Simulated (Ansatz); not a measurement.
**BFH6O2Si2: basis-set convergence**

How large a basis does BFH6O2Si2 need? Two functionals are run in growing sets.

Program: Ansatz 0.2.0, Gaussian basis. Level of theory: one geometry, several basis sets. These are calculated values, not measurements.

Levels to be run: PBE0-D4/def2-SVP; ωB97M-V/def2-SVP; PBE0-D4/def2-QZVPP; ωB97M-V/def2-QZVPP; the functionals' def2-TZVPP values are taken from earlier runs.

## Step 1: Structure used throughout

The geometry comes from an earlier relaxation with PBE0-D4 in a triple-zeta def2 set; it is a stationary point, not always the lowest conformer.

SMILES `FB(O[SiH3])O[SiH3]`, 12 atoms, charge 0, spin multiplicity 1.

Atoms are counted from 1 here; the program's logs count them from 0.

Bond lengths: F1–B2 1.344 Å, B2–O3 1.348 Å, B2–O5 1.348 Å, O3–Si4 1.655 Å, Si4–H7 1.480 Å, Si4–H8 1.484 Å, Si4–H9 1.484 Å, O5–Si6 1.655 Å, Si6–H10 1.484 Å, Si6–H11 1.480 Å, Si6–H12 1.484 Å. Angles: F1–B2–O3 119.5°, F1–B2–O5 119.5°, O3–B2–O5 121.0°, B2–O3–Si4 133.1°, O3–Si4–H7 106.5°, O3–Si4–H8 110.1°, O3–Si4–H9 110.1°, H7–Si4–H8 110.2°, H7–Si4–H9 110.2°, H8–Si4–H9 109.8°, B2–O5–Si6 133.1°, O5–Si6–H10 110.1°, O5–Si6–H11 106.5°, O5–Si6–H12 110.1°, H10–Si6–H11 110.2°, H10–Si6–H12 109.8°, H11–Si6–H12 110.1°.

## Step 2: PBE0-D4 in def2-SVP

Contents of in.yaml:

```yaml
crystal:
  periodic: [false, false, false]
  atoms:
    - {symbol: F, position_ang: [-0.642768, 0.310534, 1.191761]}
    - {symbol: B, position_ang: [-0.016326, 0.006013, 0.041866]}
    - {symbol: O, position_ang: [0.051597, -1.279966, -0.356349]}
    - {symbol: Si, position_ang: [-0.501820, -2.695843, 0.296919]}
    - {symbol: O, position_ang: [0.533839, 0.991421, -0.695161]}
    - {symbol: Si, position_ang: [0.628366, 2.631557, -0.498661]}
    - {symbol: H, position_ang: [-0.089955, -3.775799, -0.627559]}
    - {symbol: H, position_ang: [-1.980529, -2.659203, 0.413722]}
    - {symbol: H, position_ang: [0.101972, -2.910118, 1.635243]}
    - {symbol: H, position_ang: [1.353273, 2.953682, 0.755268]}
    - {symbol: H, position_ang: [1.372728, 3.153657, -1.666545]}
    - {symbol: H, position_ang: [-0.733476, 3.219064, -0.456305]}
basis:
  gaussian: {orbitals: def2-SVP}
hamiltonian: {xc: pbe0, dispersion: d4}
output: {orbitals: {seedname: orbitals}}
```

Launch:

```bash
ansatz run in.yaml --threads 4 --pin off --events-out ev --progress --plain --max-ram 11315MiB
```

The runs that follow: ωB97M-V in def2-SVP; PBE0-D4 in def2-QZVPP; ωB97M-V in def2-QZVPP.

Q: Predict the results of all the runs planned. Wanted: PBE0-D4: double and triple zeta above quadruple; ωB97M-V: double and triple zeta above quadruple.

**Answer**, as computed:

| quantity | value |
| --- | --- |
| PBE0-D4: double and triple zeta above quadruple | 15.78, 0.98 eV |
| ωB97M-V: double and triple zeta above quadruple | 15.92, 0.90 eV |

In words: PBE0-D4 gains 14.80 eV from double to triple zeta, then 0.98 eV more. Total energies overstate the basis error of differences, where much of it tends to cancel. The LUMO of ωB97M-V is positive and keeps falling with the basis (2.32 to 1.13 eV): an unbound level that the basis holds in place.
